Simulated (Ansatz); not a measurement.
Sr3Sc:

```
CELL_PARAMETERS angstrom
-2.78132 2.78132 5.78673
2.78132 -2.78132 5.78673
2.78132 2.78132 -5.78673
ATOMIC_POSITIONS crystal
Sr 0.50000 0.50000 0.00000
Sr 0.25000 0.75000 0.50000
Sr 0.75000 0.25000 0.50000
Sc 0.00000 0.00000 0.00000
```

The cell comes from a database or a generator and needn't be the stable form of this composition.

- Program: Ansatz 0.2.0
- Task: single point
- Functional: PBE
- Potentials or basis: Ansatz PAW
- Cutoff: 420 eV (not typed: the program's choice for these potentials)
- k mesh: 7 × 7 × 7
- Occupations: fermi-dirac, width 0.05 eV
- Spin: no spin polarisation

On this cell: pressure 0.0 GPa; largest force under 0.003 eV/Å; band gap on the k mesh none (metal or under the smearing width).

The same run follows on a disturbed copy (atoms moved at random, drawn with an rms of 0.05 Å):

```
Sr Sc
1.0
    -2.78132    2.78132    5.78673
     2.78132   -2.78132    5.78673
     2.78132    2.78132   -5.78673
Sr Sc
3 1
Direct
  0.49273 0.49575 0.99825
  0.25701 0.75422 0.50217
  0.75142 0.24418 0.49867
  0.00219 0.99785 0.99664
```

Problem. What changes?

Solution. The energy (extrapolated to zero smearing) moves by +2.6 meV/atom; pressure 0.0 GPa; largest force 0.198 eV/Å; band gap on the k mesh none (metal or under the smearing width).

Forces on the atoms (eV/Å):
```
Sr  -0.039  0.044  0.189
Sr  -0.038 -0.014 -0.148
Sr   0.049 -0.030 -0.042
Sc   0.028  0.000  0.001
```

Stress tensor (GPa, compression positive):
```
 0.18  0.00  0.03
 0.00  0.03  0.01
 0.03  0.01 -0.23
```
